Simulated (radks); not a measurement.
# Ca⁴⁺ in [He] 2s2 2p5.75 3s2 3p4 4s0.25: an all-electron calculation

Wanted: eigenvalues, radial structure and energy terms of the calcium ion Ca4+.

Method: scalar-relativistic Kohn-Sham, PBE, spin-polarised, spherical densities, point nucleus; open shells are filled with parallel spins first. Code: radks (a radial shooting solver on a logarithmic mesh, Libxc functionals) version 1.

**1. What is computed**

```
element       : calcium (Z = 20)
charge        : +4
electrons     : 16
configuration : [He] 2s2 2p5.75 3s2 3p4 4s0.25
```

**2. Self-consistent calculation**

Input:

```text
Z 20
configuration [He] 2s2 2p5.75 3s2 3p4 4s0.25 3d0 4p0
relativity scalar-relativistic
functional pbe,pbe
spin polarised
nucleus point
c 137.035999084
```

Q: Predict the outcome of this run.

The runs gave:

| quantity | value |
| --- | --- |
| total energy | -671.99588 hartree |
| exchange-correlation share of it | 5.06 % |
| −T/E | 1.0070 |
| highest occupied level | 4s up, -36.057 eV |
| most extended occupied level | 4s up, <r> = 2.55 bohr |
| radius at density 0.001 e/bohr³ | 3.02 bohr |
| maxima of the radial density | 3 |

The radial density shows 3 maxima for 4 occupied principal shells; where shells overlap, one shows as a shoulder or not at all. −T/E is 1.007: with relativity the kinetic term as defined here no longer equals −E. This is not the tabulated ground configuration, so its levels and sizes aren't those of the ground state, and no measured value stands beside it.
